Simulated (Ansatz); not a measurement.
# CH₅FN₂SSi: up Jacob's ladder to CCSD(T)

The task here is to estimate one member of a computed series from the others.

The runs use Ansatz 0.2.0, Gaussian basis; functionals in def2-TZVPP, the program's frozen cores in correlated methods.

Levels to be run: LDA (SPW92), PBE-D4, revPBE-D4, BLYP-D4, r2SCAN-D4, B97M-V, PBE0-D4, B3LYP-D4, r2SCANh-D4, r2SCAN0-D4, HSE06-D4, BHLYP-D4, CAM-B3LYP-D4, LC-ωPBE, ωB97X-V, ωB97M-V, B2PLYP, PBE-QIDH; CCSD(T)/def2-SVP; CCSD(T)/def2-TZVPP; MP2/def2-QZVPP; extrapolation to the limit; RPA on PBE.

**The geometry**

The geometry comes from an earlier relaxation with PBE0-D4 in a triple-zeta def2 set; it is a stationary point, not always the lowest conformer.

SMILES `N=C(F)S[SiH2]N`, 11 atoms, charge 0, spin multiplicity 1.

Atoms are counted from 1 here; the program's logs count them from 0.

Bond lengths: N1–C2 1.244 Å, N1–H7 1.017 Å, C2–F3 1.358 Å, C2–S4 1.746 Å, S4–Si5 2.179 Å, Si5–N6 1.704 Å, Si5–H8 1.479 Å, Si5–H9 1.479 Å, N6–H10 1.007 Å, N6–H11 1.007 Å. Angles: C2–N1–H7 112.0°, N1–C2–F3 123.0°, N1–C2–S4 124.1°, F3–C2–S4 112.9°, C2–S4–Si5 101.4°, S4–Si5–N6 108.3°, S4–Si5–H8 108.8°, S4–Si5–H9 108.7°, N6–Si5–H8 109.1°, N6–Si5–H9 109.1°, H8–Si5–H9 112.7°, Si5–N6–H10 121.1°, Si5–N6–H11 121.2°, H10–N6–H11 111.7°.

The first run:

Input file in.yaml:

```yaml
crystal:
  periodic: [false, false, false]
  atoms:
    - {symbol: N, position_ang: [2.874633, -1.315868, 0.491567]}
    - {symbol: C, position_ang: [1.710048, -0.878414, 0.509085]}
    - {symbol: F, position_ang: [0.875320, -1.038902, 1.568627]}
    - {symbol: S, position_ang: [0.975044, -0.000054, -0.809203]}
    - {symbol: Si, position_ang: [-1.014727, 0.388128, -0.011647]}
    - {symbol: N, position_ang: [-1.901699, 1.251131, -1.183356]}
    - {symbol: H, position_ang: [3.113815, -1.797687, 1.355101]}
    - {symbol: H, position_ang: [-0.886257, 1.218113, 1.205657]}
    - {symbol: H, position_ang: [-1.683588, -0.905351, 0.246677]}
    - {symbol: H, position_ang: [-1.730552, 2.229022, -1.349914]}
    - {symbol: H, position_ang: [-2.266736, 0.792980, -2.001997]}
basis:
  gaussian: {orbitals: def2-TZVPP}
hamiltonian: {xc: lda}
output: {orbitals: {seedname: orbitals}}
```

Run with:

```console
$ ansatz run in.yaml --threads 4 --pin off --events-out ev --progress --plain --max-ram 10444MiB
```

Among the steps run: LDA; PBE-D4 (GGA); revPBE-D4 (GGA); BLYP-D4 (GGA); r2SCAN-D4 (meta-GGA); B97M-V (meta-GGA); B3LYP-D4 (hybrid); r2SCANh-D4 (hybrid); r2SCAN0-D4 (hybrid); HSE06-D4 (hybrid); BHLYP-D4 (hybrid); CAM-B3LYP-D4 (range-separated); LC-ωPBE (range-separated); ωB97X-V (range-separated); ωB97M-V (range-separated); B2PLYP (double hybrid); PBE-QIDH (double hybrid).

One of the session's tables, all rows but one given; the rest of the session is left out.

It belongs to the step «Orbital energies across the functionals». 

| functional | HOMO (eV) | gap (eV) |
| --- | --- | --- |
| LDA (SPW92) | -6.35 | 5.04 |
| PBE-D4 | -6.21 | 5.16 |
| revPBE-D4 | -6.16 | 5.20 |
| BLYP-D4 | -6.06 | 5.12 |
| r2SCAN-D4 | -6.50 | 5.63 |
| B97M-V | -6.58 | 5.72 |
| PBE0-D4 | -7.40 | 7.25 |
| B3LYP-D4 | -7.17 | 6.78 |
| r2SCANh-D4 | ? | ? |
| r2SCAN0-D4 | -7.59 | 7.66 |
| HSE06-D4 | -7.00 | 6.48 |
| BHLYP-D4 | -8.46 | 9.16 |
| CAM-B3LYP-D4 | -8.69 | 9.52 |
| LC-ωPBE | -10.04 | 12.11 |
| ωB97X-V | -9.69 | 11.59 |
| ωB97M-V | -9.53 | 11.09 |

Q: Estimate the row for r2SCANh-D4 from the others.

Worked estimate for «HOMO (eV)». Against the share of exact exchange, r2SCAN-D4 (0, -6.50), r2SCAN0-D4 (0.25, -7.59) give a slope of -4.36 per unit share; at 0.1 the line stands at -6.94.

The run gave: HOMO (eV): -6.93; gap (eV): 6.44. In «HOMO (eV)» the line misses by -0.01.
